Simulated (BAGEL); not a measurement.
# CH3BBr (SMILES C[B]Br) at UHF/STO-3G (density fitting with qzvpp-jkfit)

What is the vertical electron affinity of CH3BBr at UHF/STO-3G (density fitting with qzvpp-jkfit)? 

The calculation is run with BAGEL 1.2.2.

5 further runs of the same task are left out: 3 that didn't finish, 2 set aside as unsound or not needed. Runs told in other sessions of the task aren't counted.

## 1. The system as given

CH3BBr: 6 atoms, total charge 0, spin state doublet. As SMILES, `C[B]Br`. The coordinates come from a PBE0-D4/def2-TZVP relaxation.

Bond lengths: C1–B2 1.542 Å, B2–Br3 1.890 Å, C1–H4 1.099 Å, C1–H5 1.094 Å, C1–H6 1.092 Å. Angles: C1–B2–Br3 126.3°, B2–C1–H4 106.3°, B2–C1–H5 113.4°, B2–C1–H6 112.9°, H4–C1–H5 107.2°, H4–C1–H6 106.6°, H5–C1–H6 109.9°.

## 2. The energy at UHF/STO-3G (density fitting with qzvpp-jkfit)

File job.json:

```json
{ "bagel": [

{
  "title": "molecule",
  "basis": "sto-3g",
  "df_basis": "qzvpp-jkfit",
  "angstrom": true,
  "geometry": [
    { "atom": "C", "xyz": [      -0.320400,       0.337300,      -0.311000 ] },
    { "atom": "B", "xyz": [       0.157600,      -1.056200,       0.144200 ] },
    { "atom": "Br", "xyz": [       1.616800,      -1.419300,       1.288500 ] },
    { "atom": "H", "xyz": [      -1.026400,       0.687700,       0.455600 ] },
    { "atom": "H", "xyz": [       0.485000,       1.076000,      -0.369800 ] },
    { "atom": "H", "xyz": [      -0.870300,       0.310400,      -1.253600 ] }
  ]
},

{
  "title": "uhf",
  "nopen": 1
},

{
  "title": "print",
  "file": "orbitals.molden",
  "orbitals": true
}

]}
```

Command:

```
$ BAGEL_NUM_THREADS=1 BAGEL job.json > job.out
```

The log of the run:

```text
* using 1 threads per process

  ===============================================================
  ===============================================================

  *** Geometry ***

  { "atom" : "C", "xyz" : [     -0.605468,      0.637405,     -0.587705 ] },
  { "atom" : "B", "xyz" : [      0.297821,     -1.995929,      0.272499 ] },
  { "atom" : "Br", "xyz" : [      3.055309,     -2.682088,      2.434912 ] },
  { "atom" : "H", "xyz" : [     -1.939615,      1.299565,      0.860959 ] },
  { "atom" : "H", "xyz" : [      0.916517,      2.033345,     -0.698821 ] },
  { "atom" : "H", "xyz" : [     -1.644629,      0.586571,     -2.368961 ] },

  Number of auxiliary basis functions:      470

  Since a DF basis is specified, we compute 2- and 3-index integrals:
    o Being stored without compression. Storage requirement is 0.004 GB

  Number of basis functions:       31
  Number of electrons      :       49

    * METHOD: MOLECULE                             0.17

  *** Open-shell HF ***

  === Nuclear Repulsion ===
   124.5696060748

      * DIIS with orbital gradients will be used.

  === UHF iteration (sto-3g) ===
      0      -2608.09739359          0.01775389           0.05
      1      -2608.15000168          0.00563735           0.05
      2      -2608.15716248          0.00235333           0.05
      3      -2608.15892310          0.00081558           0.05
      4      -2608.15925921          0.00018394           0.05
      5      -2608.15930766          0.00004258           0.05
      6      -2608.15931313          0.00001474           0.05
      7      -2608.15931415          0.00000924           0.05
      8      -2608.15931459          0.00000634           0.05
      9      -2608.15931470          0.00000277           0.05
     10      -2608.15931471          0.00000159           0.05
     11      -2608.15931473          0.00000073           0.05
     12      -2608.15931474          0.00000027           0.05
     13      -2608.15931474          0.00000008           0.05
     14      -2608.15931474          0.00000004           0.05
     15      -2608.15931474          0.00000002           0.05
     16      -2608.15931474          0.00000001           0.05
     17      -2608.15931474          0.00000001           0.04
    * SCF iteration converged.

    * S^2 (UHF) is 0.7532

    * Permanent dipole moment:
           (    0.433492,    -0.204210,     0.300478) a.u.

    * METHOD: UHF                                  0.98

    * METHOD: PRINT                                0.00

  ===============================================================
```

Run time: 1.3 s. Hardware: 1 thread of Arm Neoverse V1, shared host.

## 3. The singlet anion, same level

File input.json:

```json
{ "bagel" : [

{
  "title" : "molecule",
  "basis" : "sto-3g",
  "df_basis" : "qzvpp-jkfit",
  "angstrom" : true,
  "geometry" : [
    { "atom" : "C", "xyz" : [   -0.320400,    0.337300,   -0.311000 ] },
    { "atom" : "B", "xyz" : [    0.157600,   -1.056200,    0.144200 ] },
    { "atom" : "Br", "xyz" : [    1.616800,   -1.419300,    1.288500 ] },
    { "atom" : "H", "xyz" : [   -1.026400,    0.687700,    0.455600 ] },
    { "atom" : "H", "xyz" : [    0.485000,    1.076000,   -0.369800 ] },
    { "atom" : "H", "xyz" : [   -0.870300,    0.310400,   -1.253600 ] }
  ]
},
{ "title" : "hf", "charge" : -1 },
{ "title" : "print", "file" : "orbitals.molden", "orbitals" : true }

]}
```

Command:

```
$ BAGEL_NUM_THREADS=1 BAGEL input.json > input.out
```

The log of the run:

```text
* using 1 threads per process

  ===============================================================
  ===============================================================

  *** Geometry ***

  { "atom" : "C", "xyz" : [     -0.605468,      0.637405,     -0.587705 ] },
  { "atom" : "B", "xyz" : [      0.297821,     -1.995929,      0.272499 ] },
  { "atom" : "Br", "xyz" : [      3.055309,     -2.682088,      2.434912 ] },
  { "atom" : "H", "xyz" : [     -1.939615,      1.299565,      0.860959 ] },
  { "atom" : "H", "xyz" : [      0.916517,      2.033345,     -0.698821 ] },
  { "atom" : "H", "xyz" : [     -1.644629,      0.586571,     -2.368961 ] },

  Number of auxiliary basis functions:      470

  Since a DF basis is specified, we compute 2- and 3-index integrals:
    o Being stored without compression. Storage requirement is 0.004 GB

  Number of basis functions:       31
  Number of electrons      :       49

    * METHOD: MOLECULE                             0.17

  *** RHF ***

  === Nuclear Repulsion ===
   124.5696060748

      * DIIS with orbital gradients will be used.

  === RHF iteration (sto-3g) ===
      0      -2607.88572621          0.00690896           0.03
      1      -2607.90971360          0.00184359           0.02
      2      -2607.91346983          0.00055839           0.02
      3      -2607.91403533          0.00021920           0.02
      4      -2607.91413268          0.00004689           0.02
      5      -2607.91413603          0.00000715           0.02
      6      -2607.91413608          0.00000125           0.02
      7      -2607.91413608          0.00000046           0.02
      8      -2607.91413608          0.00000027           0.02
      9      -2607.91413608          0.00000014           0.02
     10      -2607.91413608          0.00000003           0.02
     11      -2607.91413608          0.00000001           0.02
    * SCF iteration converged.

    * Permanent dipole moment:
           (   -1.209214,    -0.491821,    -0.929901) a.u.

    * METHOD: HF                                   0.41

    * METHOD: PRINT                                0.00

  ===============================================================
```

Wall time 0.73 s (1 thread of Arm Neoverse V1, shared host).

## 4. What came out

Level: UHF/STO-3G (density fitting with qzvpp-jkfit).

| quantity | value |
| --- | --- |
| doublet CH3BBr: total energy | -2608.15931 Eh |
| doublet CH3BBr: dipole moment | 1.44 D |
| doublet CH3BBr: ⟨S²⟩ | 0.753 |
| singlet anion: total energy | -2607.91414 Eh |
| singlet anion: HOMO energy | 5.59 eV |
| singlet anion: LUMO energy | 17.30 eV |
| singlet anion: HOMO–LUMO gap (to an unbound level, set by the basis) | 11.71 eV |
| vertical electron affinity (to the singlet anion) | -6.672 eV |

What this shows: The anion lies 6.67 eV (154 kcal/mol) above the neutral: the electron isn't bound at this level, and such a value depends on the basis. Without diffuse functions anions come out too high. Hartree–Fock misses the correlation that binds many anions. In a minimal basis such a difference can be off by several eV, whatever the method. The HOMO (singlet anion) lies at positive energy, 5.59 eV: the electron is unbound at this level or held by a compact basis; values depend on the basis.
